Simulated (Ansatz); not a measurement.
# ClFGa: the cost of one run

All numbers below are computed with Ansatz 0.2.0 (UKS CAM-B3LYP-D4/def2-SVP).

## 1. The starting structure

Bond lengths: F1–Ga2 1.709 Å, Ga2–Cl3 2.253 Å. Angles: F1–Ga2–Cl3 144.2°.

Coordinates:

```xyz
3

F    -1.5323    0.5233   -0.7902
Ga   -0.0356    0.4168    0.0286
Cl    1.5570   -1.0049    0.7483
```

## 2. Preparing the start

The input, input.yaml:

```yaml
crystal:
  periodic: [false, false, false]
  atoms:
    - { symbol: F, position_ang: [-1.5323, 0.5233, -0.7902] }
    - { symbol: Ga, position_ang: [-0.0356, 0.4168, 0.0286] }
    - { symbol: Cl, position_ang: [1.557, -1.0049, 0.7483] }
magnetization:
  spin_polarized: true
  initial_magnetization: 1
basis:
  gaussian: { orbitals: def2-SVP }
hamiltonian:
  xc: cam_b3lyp
  dispersion: d4
relax:
  f_tol: 0.02
  max_steps: 40
output:
  orbitals: {}
```

The run is started by

```
ansatz run input.yaml --threads 2 --pin off --max-ram 3072MiB --backend cpu --events-out ev --progress --plain --runs-dir out
```

What time and memory should one allow on 2 threads of Arm Neoverse N1, shared host?

About 22 s, with a peak of 0.18 GiB.
